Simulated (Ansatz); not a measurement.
## GaW in Ansatz: convergence with k mesh

Input of the first run (k mesh 4 × 4 × 2); the others differ in this setting and in those tied to it:

The input input.yaml:

```yaml
crystal:
  lattice:
    - [1.1744091, -2.75736514, 0.0]
    - [1.1744091, 2.75736514, 0.0]
    - [0.0, 0.0, 3.64942115]
  atoms:
    - { symbol: Ga, position: [-0.012108, -0.004593, 0.00641] }
    - { symbol: W, position: [0.021547, 0.015476, 0.49401] }
hamiltonian:
  xc: pbe
  pseudopotentials: { kind: paw }
kpoints:
  mp_grid: { grid: [4, 4, 2] }
scf:
  occupations: { method: cold, width: 0.05 }
output:
  forces: true
  stress: true
  eigenvalues: true
```

Potentials or basis: Ansatz PAW.

Launch:

```console
$ ansatz run input.yaml --threads 2 --pin off --max-ram 5632MiB --backend cpu --events-out ev --progress --plain --runs-dir out
```

The cell isn't the ideal one: atoms moved at random, drawn with an rms of 0.05 Å.

The cell was built by a generator and needn't be a form met in nature.

Hardware: 2 threads of Arm Neoverse V1 (shared host).

```
      k mesh  energy less the tightest run, at zero smearing (meV/atom)  pressure (GPa)  largest force (eV/Å)  SCF cycles  CPU time (s)  peak memory (GiB)
   4 × 4 × 2                                                     220.92          268.76                 9.114          11           1.6               0.28
   5 × 5 × 3                                                     -62.72          261.21                 8.938           7           2.3               0.29
   6 × 6 × 4                                                     -24.36          256.69                 8.917           8           4.4               0.32
   7 × 7 × 4                                                      26.69          256.95                 8.973           8           5.2               0.34
   9 × 9 × 5                                                       9.48          256.32                 8.891           8            12               0.38
 11 × 11 × 7                                                      12.72          257.79                 8.952           8            24               0.48
 14 × 14 × 8                                                      -1.08          257.47                 8.939           8            45               0.63
17 × 17 × 10                                                       1.52          257.91                 8.945           8            84               0.91
20 × 20 × 12                                                       0.00          257.78                 8.928           8           140                1.3
```

Not settled before the last step: the energy (to 1 meV/atom), the pressure (to 0.1 GPa), the largest force (to 0.005 eV/Å). Meshes of other sizes hit other points, so gaps and Fermi surfaces needn't settle smoothly. The tightest run that finished is the yardstick and may itself not be fully converged.

Spin-orbit coupling is left out, which matters for the levels of W.
